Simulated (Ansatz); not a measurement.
# Cl₂H₃O₃Ta: up Jacob's ladder to CCSD(T)

One table from this session's results is given with a row withheld; the runs are named, their logs left out.

Program: Ansatz 0.2.0, Gaussian basis. Level of theory: functionals in def2-TZVPP, the program's frozen cores in correlated methods. These are calculated values, not measurements.

Plan: LDA (SPW92), PBE-D4, revPBE-D4, BLYP-D4, r2SCAN-D4, B97M-V, PBE0-D4, B3LYP-D4, r2SCANh-D4, r2SCAN0-D4, HSE06-D4, BHLYP-D4, CAM-B3LYP-D4, LC-ωPBE, ωB97X-V, ωB97M-V, B2PLYP, PBE-QIDH; CCSD(T)/def2-SVP; CCSD(T)/def2-TZVPP; MP2/def2-QZVPP; extrapolation to the limit; RPA on PBE.

## Structure used throughout

An earlier PBE0-D4 in a triple-zeta def2 set relaxation fixed the geometry. Ta takes the def2 core potential; no spin-orbit term is included.

9 atoms, charge 0, spin multiplicity 1.

Atoms are counted from 1 here; the program's logs count them from 0.

Bond lengths: O1–Ta2 1.895 Å, O1–H7 0.961 Å, Ta2–O3 1.854 Å, Ta2–O4 1.895 Å, Ta2–Cl5 2.405 Å, Ta2–Cl6 2.310 Å, O3–H8 0.954 Å, O4–H9 0.961 Å. Angles: Ta2–O1–H7 120.3°, O1–Ta2–O3 91.8°, O1–Ta2–O4 121.5°, O1–Ta2–Cl5 86.0°, O1–Ta2–Cl6 118.9°, O3–Ta2–O4 91.7°, O3–Ta2–Cl5 175.4°, O3–Ta2–Cl6 94.6°, O4–Ta2–Cl5 85.9°, O4–Ta2–Cl6 119.0°, Cl5–Ta2–Cl6 90.0°, Ta2–O3–H8 178.1°, Ta2–O4–H9 120.2°.

The first run:

in.yaml

```yaml
crystal:
  periodic: [false, false, false]
  atoms:
    - {symbol: O, position_ang: [1.664469, -0.384214, 0.563107]}
    - {symbol: Ta, position_ang: [-0.084426, 0.193047, 0.116566]}
    - {symbol: O, position_ang: [-0.850122, -1.036034, 1.275073]}
    - {symbol: O, position_ang: [-1.018954, -0.533599, -1.363702]}
    - {symbol: Cl, position_ang: [0.982525, 1.636959, -1.483813]}
    - {symbol: Cl, position_ang: [-0.961127, 2.036724, 1.197185]}
    - {symbol: H, position_ang: [2.424037, -0.044230, 0.082419]}
    - {symbol: H, position_ang: [-1.238379, -1.690810, 1.849763]}
    - {symbol: H, position_ang: [-0.829521, -0.224042, -2.253596]}
basis:
  gaussian: {orbitals: def2-TZVPP}
hamiltonian: {xc: lda}
output: {orbitals: {seedname: orbitals}}
```

Started as:

```console
ansatz run in.yaml --threads 4 --pin off --events-out ev --progress --plain --max-ram 11315MiB
```

Steps of the session up to this table: LDA; PBE-D4 (GGA); revPBE-D4 (GGA); BLYP-D4 (GGA); r2SCAN-D4 (meta-GGA); B97M-V (meta-GGA); PBE0-D4 (hybrid); B3LYP-D4 (hybrid); r2SCANh-D4 (hybrid); r2SCAN0-D4 (hybrid); HSE06-D4 (hybrid); BHLYP-D4 (hybrid); CAM-B3LYP-D4 (range-separated); LC-ωPBE (range-separated); ωB97X-V (range-separated); ωB97M-V (range-separated); B2PLYP (double hybrid); PBE-QIDH (double hybrid).

One table of the session follows, with a row left open; its other results are not shown here.

It belongs to the step «Orbital energies across the functionals». 

| functional | HOMO (eV) | LUMO (eV) | gap (eV) |
| --- | --- | --- | --- |
| LDA (SPW92) | -7.31 | -3.08 | 4.22 |
| PBE-D4 | -7.13 | -2.85 | 4.28 |
| revPBE-D4 | -7.06 | -2.76 | 4.30 |
| BLYP-D4 | -6.96 | -2.73 | 4.23 |
| r2SCAN-D4 | -7.51 | -2.76 | 4.75 |
| B97M-V | -7.58 | -2.69 | 4.89 |
| PBE0-D4 | -8.55 | -2.09 | 6.45 |
| B3LYP-D4 | -8.26 | -2.30 | 5.96 |
| r2SCANh-D4 | -8.02 | -2.47 | 5.55 |
| r2SCAN0-D4 | -8.80 | -2.02 | 6.78 |
| HSE06-D4 | -8.14 | -2.47 | 5.67 |
| BHLYP-D4 | -9.81 | -1.14 | 8.67 |
| CAM-B3LYP-D4 | -9.89 | -1.00 | 8.89 |
| LC-ωPBE | -11.31 | 0.15 | 11.47 |
| ωB97X-V | -10.93 | 0.07 | 11.01 |
| ωB97M-V | ? | ? | ? |

Q: Estimate the row for ωB97M-V from the others.

As computed: HOMO (eV): -10.77; LUMO (eV): 0.03; gap (eV): 10.80. In the column «HOMO (eV)» it lies between ωB97X-V (-10.93) and CAM-B3LYP-D4 (-9.89).
